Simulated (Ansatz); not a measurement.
Turn this script for Ansatz 0.2.0, Python API into the input file that the command-line program reads.

Script `scf.py`:
```python
'''SCF run for Cs2KMoF6.'''

from collections import Counter
from pathlib import Path
import json

import ansatz as az
import numpy as np


def main() -> None:
    system = (
        az.Lattice.of([0.0, 4.707364, 4.707364], [4.707364, 0.0, 4.707364], [4.707364, 4.707364, 0.0])
        .atom('K', [0.5, 0.5, 0.5])
        .atom('Cs', [0.75, 0.75, 0.75])
        .atom('Cs', [0.25, 0.25, 0.25])
        .atom('Mo', [0.0, 0.0, 0.0])
        .atom('F', [0.776139, 0.223861, 0.776139])
        .atom('F', [0.223861, 0.223861, 0.776139])
        .atom('F', [0.776139, 0.776139, 0.223861])
        .atom('F', [0.776139, 0.223861, 0.223861])
        .atom('F', [0.223861, 0.776139, 0.223861])
        .atom('F', [0.223861, 0.776139, 0.776139])
    )

    # the calculation
    model = system.calculation()
    model = model.functional(az.Functional.LDA)
    model = model.occupations(az.OccupationsMethod.TETRAHEDRON)
    model = model.kpoints(4)
    model = model.pseudopotentials('nc')
    model = model.band_table()
    model = model.forces()
    model = model.stress()
    done = model.run(events_out='events.ndjson')
    r = done.report
    with open('events.ndjson') as stream:
        kinds = Counter(json.loads(line)['event'] for line in stream)
    print('events:', {kind: kinds[kind] for kind in ('scf_iter', 'scf_done', 'notice', 'finished')})

    for key in ('converged', 'n_iterations', 'n_electrons', 'n_kpoints', 'n_pw', 'n_symmetry_ops', 'free_energy_ev', 'fermi_energy_ev'):
        print(f'{key:18s} {r[key]}')

    told = Counter((n['data']['severity'], n['data']['kind']) for n in done.notices if n['event'] == 'notice')
    for (severity, kind), count in sorted(told.items()):
        print(f'{severity:8s} {kind} x{count}')

    lines = ['| quantity | value |', '|---|---|']
    lines.append(f'| free energy per atom | {r["free_energy_ev"] / len(done.lattice.sites):.4f} eV |')
    lines.append(f'| Fermi level | {r["fermi_energy_ev"]:.3f} eV |')
    lines.append(f'| volume per atom | {r["setup"]["cell_volume_ang3"] / len(done.lattice.sites):.3f} A^3 |')
    lines.append(f'| valence electrons | {r["n_electrons"]:g} |')
    Path('summary.md').write_text('\n'.join(lines) + '\n')

    fermi = r['fermi_energy_ev']
    print('levels less the Fermi level (eV) at the first k-points')
    for k, levels in list(zip(r['kpoints_frac'], r['eigenvalues_ev']))[:6]:
        print('k = ({:.3f}, {:.3f}, {:.3f})'.format(*k))
        print('   ', ' '.join(f'{e - fermi:.3f}' for e in levels))

    # forces, one row an atom
    forces = np.array(r['forces_ev_ang'])
    norms = np.linalg.norm(forces, axis=1)
    print('largest force {:.4f} eV/A on atom {}'.format(norms.max(), norms.argmax()))
    print(np.array2string(forces, precision=4, suppress_small=True))

    # principal values and the von Mises stress of the deviator
    principal = np.linalg.eigvalsh(np.array(r['stress_gpa']))
    mises = np.sqrt(0.5 * sum((principal[i] - principal[i - 1]) ** 2 for i in range(3)))
    print('principal stresses (GPa, compression positive):', np.round(principal, 3))
    print(f'mean {principal.mean():.3f} GPa, von Mises {mises:.3f} GPa, PV = {principal.mean() * r["setup"]["cell_volume_ang3"] / 160.21766:.4f} eV')


if __name__ == '__main__':
    main()
```

Output of `python scf.py`:
```text
DeckWarning: output.forces, output.stress, relax.cell or npt_langevin: where a Kohn–Sham band that disperses or a degenerate level is filled in part under the method tetrahedron, the forces or the stress that this run publishes need not agree with its energy (scf.occupations.method in the input reference, under Limitations); prefer a smearing scheme for the forces or the stress
DeckWarning: basis.ecutwfc = 1142.878222 eV, auto-derived from the records' recommended cutoffs: set by F (normal level)
events: {'scf_iter': 11, 'scf_done': 1, 'notice': 3, 'finished': 1}
converged          True
n_iterations       11
n_electrons        83.0
n_kpoints          8
n_pw               18197
n_symmetry_ops     48
free_energy_ev     -8027.963483700467
fermi_energy_ev    6.662541403153654
audit    band_cg_iterations x1
audit    preconditioner_resolved x1
doubt    band_table_not_solved_further x1
levels less the Fermi level (eV) at the first k-points
k = (0.000, 0.000, 0.000)
    -62.070 -36.246 -36.246 -36.246 -30.264 -24.170 -23.971 -23.971 -23.825 -23.825 -23.825 -22.610 -22.590 -14.011 -14.011 -14.011 -9.771 -9.771 -9.771 -9.409 -9.409 -9.409 -7.347 -7.288 -7.288 -6.255 -6.255 -6.255 -6.178 -6.178 -6.178 -5.637 -5.637 -5.637 -5.473 -5.473 -5.473 -5.251 -5.251 -5.251 -0.069 -0.069 -0.069 1.157 2.133 2.133 3.230 3.230 3.511 3.511 3.511 5.004 5.004
k = (0.000, 0.000, 0.250)
    -62.070 -36.246 -36.246 -36.246 -30.264 -24.159 -23.980 -23.980 -23.828 -23.816 -23.816 -22.615 -22.600 -14.015 -14.015 -14.014 -9.693 -9.693 -9.610 -9.432 -9.432 -9.368 -7.226 -7.216 -7.216 -6.455 -6.337 -6.321 -6.321 -6.246 -6.246 -5.678 -5.676 -5.676 -5.606 -5.512 -5.512 -5.290 -5.290 -5.285 -0.035 -0.035 -0.032 1.772 2.278 2.278 3.464 3.464 3.551 3.870 3.870 4.886 4.886
k = (0.000, 0.000, -0.500)
    -62.070 -36.246 -36.246 -36.246 -30.264 -24.148 -23.988 -23.988 -23.831 -23.808 -23.808 -22.617 -22.614 -14.018 -14.018 -14.018 -9.547 -9.547 -9.521 -9.521 -9.390 -9.361 -7.132 -7.132 -7.058 -6.666 -6.550 -6.389 -6.389 -6.329 -6.329 -5.874 -5.713 -5.713 -5.566 -5.545 -5.545 -5.328 -5.328 -5.327 -0.003 -0.003 0.004 2.398 2.398 3.022 3.031 4.169 4.169 4.283 4.283 4.434 4.434
k = (0.000, 0.250, 0.250)
    -62.070 -36.246 -36.246 -36.246 -30.264 -24.151 -23.984 -23.970 -23.827 -23.827 -23.819 -22.618 -22.602 -14.017 -14.010 -14.010 -9.688 -9.688 -9.528 -9.462 -9.375 -9.375 -7.335 -7.289 -7.095 -6.501 -6.366 -6.359 -6.359 -6.215 -6.215 -5.703 -5.689 -5.643 -5.643 -5.511 -5.511 -5.329 -5.329 -5.255 -0.064 -0.006 -0.006 1.897 2.234 2.271 3.384 3.430 3.835 4.027 4.027 4.354 5.108
k = (0.000, 0.250, -0.500)
    -62.070 -36.246 -36.246 -36.246 -30.264 -24.134 -23.982 -23.980 -23.835 -23.822 -23.817 -22.622 -22.614 -14.014 -14.014 -14.011 -9.592 -9.573 -9.515 -9.412 -9.343 -9.328 -7.284 -7.217 -7.147 -6.679 -6.502 -6.428 -6.378 -6.285 -6.266 -5.769 -5.717 -5.670 -5.622 -5.597 -5.537 -5.377 -5.373 -5.286 -0.030 0.021 0.023 2.138 2.386 2.886 3.493 3.773 3.842 4.199 4.537 4.646 4.988
k = (0.000, 0.250, -0.250)
    -62.070 -36.246 -36.246 -36.246 -30.264 -24.143 -23.988 -23.977 -23.833 -23.823 -23.808 -22.619 -22.611 -14.018 -14.018 -14.009 -9.627 -9.566 -9.503 -9.432 -9.427 -9.333 -7.315 -7.132 -7.075 -6.592 -6.502 -6.466 -6.385 -6.329 -6.226 -5.752 -5.704 -5.670 -5.612 -5.595 -5.557 -5.333 -5.328 -5.317 -0.006 -0.003 -0.001 2.197 2.394 2.591 3.653 3.794 3.964 4.100 4.354 4.436 4.576
largest force 0.9473 eV/A on atom 6
[[ 0.     -0.     -0.    ]
 [-0.     -0.      0.    ]
 [ 0.      0.     -0.    ]
 [ 0.     -0.      0.    ]
 [-0.      0.9473 -0.    ]
 [-0.     -0.     -0.9473]
 [-0.      0.      0.9473]
 [-0.9473  0.      0.    ]
 [-0.     -0.9473  0.    ]
 [ 0.9473  0.      0.    ]]
principal stresses (GPa, compression positive): [-7.324 -7.324 -7.324]
mean -7.324 GPa, von Mises 0.000 GPa, PV = -9.5372 eV
```
(Warnings from the package without file and line.)

`input.yaml`:
```yaml
crystal:
  lattice:
    - [0.0, 4.707364, 4.707364]
    - [4.707364, 0.0, 4.707364]
    - [4.707364, 4.707364, 0.0]
  atoms:
    - { symbol: K, position: [0.5, 0.5, 0.5] }
    - { symbol: Cs, position: [0.75, 0.75, 0.75] }
    - { symbol: Cs, position: [0.25, 0.25, 0.25] }
    - { symbol: Mo, position: [0.0, 0.0, 0.0] }
    - { symbol: F, position: [0.776139, 0.223861, 0.776139] }
    - { symbol: F, position: [0.223861, 0.223861, 0.776139] }
    - { symbol: F, position: [0.776139, 0.776139, 0.223861] }
    - { symbol: F, position: [0.776139, 0.223861, 0.223861] }
    - { symbol: F, position: [0.223861, 0.776139, 0.223861] }
    - { symbol: F, position: [0.223861, 0.776139, 0.776139] }
kpoints:
  mp_grid: { grid: [4, 4, 4] }
hamiltonian:
  xc: lda
  pseudopotentials: { kind: nc }
scf:
  occupations: { method: tetrahedron }
output:
  forces: true
  stress: true
  eigenvalues: true
```

The program run on that file:
```console
$ ansatz run input.yaml --threads 1 --pin off --max-ram 3072MiB --backend cpu --events-out ev --progress --plain --runs-dir out
Warning: output.forces, output.stress, relax.cell or npt_langevin: where a Kohn–Sham band that disperses or a degenerate level is filled in part under the method tetrahedron, the forces or the stress that this run publishes need not agree with its energy (scf.occupations.method in the input reference, under Limitations); prefer a smearing scheme for the forces or the stress
band count auto-derived: 53 (N_el = 83.0; filled up to band 42; 52 by the electrons, moments and atoms)
Engine: ansatz 0.2.0, aarch64-unknown-linux-gnu
Pseudopotentials: kind: nc
Pseudopotential: K, nc, valence charge 9, recommended cutoff 979.609905 eV (normal), K.nc.azcp (PseudoDojo's, or run here from an input of PseudoDojo's: the run reads no file of this project's for it)
Pseudopotential: Cs, nc, valence charge 9, recommended cutoff 653.07327 eV (normal), Cs.nc.azcp (PseudoDojo's, or run here from an input of PseudoDojo's: the run reads no file of this project's for it)
Pseudopotential: Mo, nc, valence charge 14, recommended cutoff 1088.45545 eV (normal), Mo.nc.azcp (PseudoDojo's, or run here from an input of PseudoDojo's: the run reads no file of this project's for it)
Pseudopotential: F, nc, valence charge 7, recommended cutoff 1142.878222 eV (normal), F.nc.azcp (PseudoDojo's, or run here from an input of PseudoDojo's: the run reads no file of this project's for it)
Functional definition: SPW92
  exchange = slater_x
  correlation = pw_c
Crystal: 10 atoms, lattice volume = 208.624 Å³
Basis set: ecut = 1142.878222 eV, 18197 PW (Γ)
Bands: 53, of which v1, the nominal top of the filled ones, is band 42 counted from 1 (41 counted from 0)
Symmetry: 48 space group operations
Space group: Fm-3m (ITA 225), of the structure as read, at distance tolerance 5.9e-5 Å
k-points: 8 of 64
Non-local potential: K, projectors of the file, l = 0: 2, l = 1: 2, l = 2: 2
Non-local potential: Cs, projectors of the file, l = 0: 2, l = 1: 2, l = 2: 2, l = 3: 2
Non-local potential: Mo, projectors of the file, l = 0: 2, l = 1: 2, l = 2: 2
Non-local potential: F, projectors of the file, l = 0: 2, l = 1: 2, l = 2: 1
Initial density: superposition of atomic densities (chi_scale 0.1, normalization cell, long waves kept (reshape's long-wave potential 0.02 eV rms))
Initial wavefunctions: pseudopotential atomic-orbital guess
Functional: x = slater, c = lda
SCF iter   1: F=—  HF=-8039.353313 eV  |F-HF|=—  |Δ(HF+E_count)|=         —  Δρ=1.41e-1  dr2=4.28e1  ethr=3.10e-3  ⟨swp⟩=14.0  Hψ=2623  notcnv=0  defer=2
preconditioner: auto → Kerker (q_TF=auto, 2.340 Å⁻¹)  [metal: no gap  n_scr=58 (ndim 8)  ℏωp=18.4 eV  f_vac=0.000]
SCF iter   2: F=—  HF=-8030.326083 eV  |F-HF|=—  |Δ(HF+E_count)|=    9.03e0  Δρ=4.03e-2  dr2=5.17e0  ethr=3.10e-3  ⟨swp⟩=5.8  Hψ=1285  notcnv=0  defer=25
SCF iter   3: F=—  HF=-8029.111526 eV  |F-HF|=—  |Δ(HF+E_count)|=    1.21e0  Δρ=2.03e-2  dr2=2.41e0  ethr=3.10e-3  ⟨swp⟩=5.8  Hψ=887  notcnv=0  defer=30
SCF iter   4: F=—  HF=-8028.064048 eV  |F-HF|=—  |Δ(HF+E_count)|=    1.05e0  Δρ=7.58e-3  dr2=3.09e-1  ethr=2.91e-3  ⟨swp⟩=5.0  Hψ=845  notcnv=0  defer=35
SCF iter   5: F=—  HF=-8027.971436 eV  |F-HF|=—  |Δ(HF+E_count)|=   9.26e-2  Δρ=3.27e-3  dr2=3.73e-2  ethr=3.72e-4  ⟨swp⟩=6.0  Hψ=874  notcnv=0  defer=28
SCF iter   6: F=—  HF=-8027.963767 eV  |F-HF|=—  |Δ(HF+E_count)|=   7.67e-3  Δρ=8.79e-4  dr2=3.49e-3  ethr=4.50e-5  ⟨swp⟩=4.2  Hψ=847  notcnv=0  defer=30
SCF iter   7: F=—  HF=-8027.963832 eV  |F-HF|=—  |Δ(HF+E_count)|=   6.46e-5  Δρ=3.16e-4  dr2=6.27e-4  ethr=4.21e-6  ⟨swp⟩=5.5  Hψ=804  notcnv=0  defer=30
SCF iter   8: F=—  HF=-8027.963770 eV  |F-HF|=—  |Δ(HF+E_count)|=   6.15e-5  Δρ=1.25e-4  dr2=8.84e-5  ethr=7.56e-7  ⟨swp⟩=5.2  Hψ=744  notcnv=0  defer=30
SCF iter   9: F=—  HF=-8027.963483 eV  |F-HF|=—  |Δ(HF+E_count)|=   2.88e-4  Δρ=4.07e-5  dr2=9.08e-6  ethr=1.06e-7  ⟨swp⟩=5.4  Hψ=845  notcnv=0  defer=29
SCF iter  10: F=—  HF=-8027.963484 eV  |F-HF|=—  |Δ(HF+E_count)|=   1.26e-6  Δρ=1.52e-5  dr2=1.43e-6  ethr=1.09e-8  ⟨swp⟩=4.9  Hψ=797  notcnv=0  defer=29
SCF iter  11: F=-8027.963484 eV  HF=-8027.963484 eV  |F-HF|=9.10e-9  |Δ(HF+E_count)|=   3.02e-7  Δρ=4.12e-6  dr2=4.57e-8  ethr=1.20e-10  ⟨swp⟩=14.1  Hψ=2995  notcnv=0
SCF 1 converged in 11 iterations: F = -8027.963484 eV  dr2 = 4.57e-8
SCF converged after 11 iterations
Stability not checked: this state was not tested for a lower state beside it, because cold or Methfessel-Paxton smearing, or corrected tetrahedra, fill the levels in a way that the test cannot read (fill_not_monotonic; see scf.lower_state_search)
Free energy (F): -8027.963484 eV
Harris-Foulkes:  -8027.963484 eV  (|F-HF|=9.10e-9)
Internal energy: -8027.955860 eV  (E = F + TS)
E sigma→0 (E₀):  -8027.963484 eV
Entropy (-TS):   -0.007624 eV (-0.762 meV/atom)
Fermi energy:    6.662541 eV
--- Per-component energies (eV) ---
  E_band       = -644.433513
  E_kinetic    = 3788.186275
  E_local      = -8042.656518  (includes V_loc(G=0)·N_el)
  E_nonlocal   = 94.622155
  E_hartree    = 2608.037010
  E_xc         = -1700.073437
  E_vxc        = -1700.653753  (∫ρ·V_xc dr)
  E_ewald      = -4776.071345
  E_smearing   = -0.007624  (= −TS)
  E_closure    = 0.000000  (closes the sum)
  Σ components = -8027.963484   (vs F -8027.963484, Δ=0.00e0)
--- Forces (eV/Å), atoms counted from 1 ---
  atom   1  K      0.00000000    -0.00000000    -0.00000000
  atom   2  Cs    -0.00000000    -0.00000000     0.00000000
  atom   3  Cs     0.00000000     0.00000000    -0.00000000
  atom   4  Mo     0.00000000    -0.00000000     0.00000000
  atom   5  F     -0.00000000     0.94727111    -0.00000000
  atom   6  F     -0.00000000    -0.00000000    -0.94727111
  atom   7  F     -0.00000000     0.00000000     0.94727111
  atom   8  F     -0.94727111     0.00000000     0.00000000
  atom   9  F     -0.00000000    -0.94727111     0.00000000
  atom  10  F      0.94727111     0.00000000     0.00000000
  max |Σ_I F_I| component: 6.69e-16 eV/Å
--- Stress (GPa, compression-positive) ---
       -7.324363      -0.000000      -0.000000
       -0.000000      -7.324363      -0.000000
        0.000000      -0.000000      -7.324363
  P = ⅓ Tr σ = -7.3244 GPa (-73.244 kbar)
--- Band table (eV; the first three rows and the last of 8) ---
  k-point 0: bands = ["-55.4079", "-29.5831", "-29.5831", "-29.5831", "-23.6018", "-17.5077", "-17.3083", "-17.3083", "-17.1628", "-17.1628", "-17.1628", "-15.9471", "-15.9278", "-7.3482", "-7.3482", "-7.3482", "-3.1086", "-3.1086", "-3.1086", "-2.7466", "-2.7466", "-2.7466", "-0.6847", "-0.6256", "-0.6256", "0.4075", "0.4075", "0.4075", "0.4844", "0.4844", "0.4844", "1.0254", "1.0254", "1.0254", "1.1895", "1.1895", "1.1895", "1.4113", "1.4113", "1.4113", "6.5933", "6.5933", "6.5933", "7.8199", "8.7960", "8.7960", "9.8928", "9.8928", "10.1738", "10.1738", "10.1738", "11.6668", "11.6668"]
  k-point 1: bands = ["-55.4079", "-29.5832", "-29.5831", "-29.5831", "-23.6016", "-17.4967", "-17.3176", "-17.3176", "-17.1654", "-17.1534", "-17.1534", "-15.9528", "-15.9375", "-7.3521", "-7.3521", "-7.3518", "-3.0303", "-3.0303", "-2.9473", "-2.7696", "-2.7696", "-2.7059", "-0.5632", "-0.5537", "-0.5537", "0.2077", "0.3251", "0.3417", "0.3417", "0.4169", "0.4169", "0.9848", "0.9870", "0.9870", "1.0567", "1.1506", "1.1506", "1.3722", "1.3722", "1.3775", "6.6273", "6.6273", "6.6308", "8.4349", "8.9408", "8.9408", "10.1261", "10.1261", "10.2131", "10.5326", "10.5326", "11.5484", "11.5484"]
  k-point 2: bands = ["-55.4079", "-29.5832", "-29.5831", "-29.5831", "-23.6014", "-17.4850", "-17.3259", "-17.3259", "-17.1688", "-17.1450", "-17.1450", "-15.9545", "-15.9512", "-7.3559", "-7.3559", "-7.3555", "-2.8849", "-2.8849", "-2.8583", "-2.8583", "-2.7277", "-2.6980", "-0.4697", "-0.4697", "-0.3958", "-0.0037", "0.1123", "0.2740", "0.2740", "0.3332", "0.3332", "0.7887", "0.9498", "0.9498", "1.0966", "1.1176", "1.1176", "1.3341", "1.3341", "1.3351", "6.6594", "6.6594", "6.6667", "9.0604", "9.0604", "9.6842", "9.6938", "10.8311", "10.8311", "10.9459", "10.9459", "11.0964", "11.0964"]
  k-point 7: bands = ["-55.4079", "-29.5832", "-29.5832", "-29.5832", "-23.6015", "-17.4615", "-17.3187", "-17.3116", "-17.1762", "-17.1762", "-17.1484", "-15.9580", "-15.9580", "-7.3570", "-7.3444", "-7.3444", "-2.9227", "-2.8655", "-2.8120", "-2.8120", "-2.6430", "-2.6066", "-0.7035", "-0.5839", "-0.4395", "0.0135", "0.0135", "0.2056", "0.2427", "0.4121", "0.4121", "0.9494", "0.9494", "1.0324", "1.0324", "1.0483", "1.0563", "1.2196", "1.3406", "1.3406", "6.6592", "6.6592", "6.7068", "8.7121", "9.0696", "10.0350", "10.0350", "10.3579", "10.7640", "10.9268", "10.9268", "11.3404", "11.6914"]
```

Notes:
- The settings weren't tested for convergence.
- The cell holds an odd number of electrons and is run without spin, so a magnetic state may lie lower.
- The computed bands are complete only to about 4.4 eV above the Fermi level.
- For a metal this k-point mesh is coarse: on a finer one energies can move by several to tens of meV an atom and pressures by half a GPa or more, differences at one mesh by less.
- An absolute Fermi energy rests on an arbitrary zero of the periodic potential and has no direct meaning.
- At these settings the cell as given stands under about -7 GPa, so it isn't at this functional's equilibrium volume.
- This cell is a computed structure, which may not be the phase found in nature.
- Levels are Kohn-Sham eigenvalues on this mesh, without spin-orbit coupling.
- Wall time of the script: 35 s on 1 thread of Arm Neoverse V1, on a shared host, peak memory 0.82 GiB.

(Lines on the test bed's own set-up are left out of the output.)
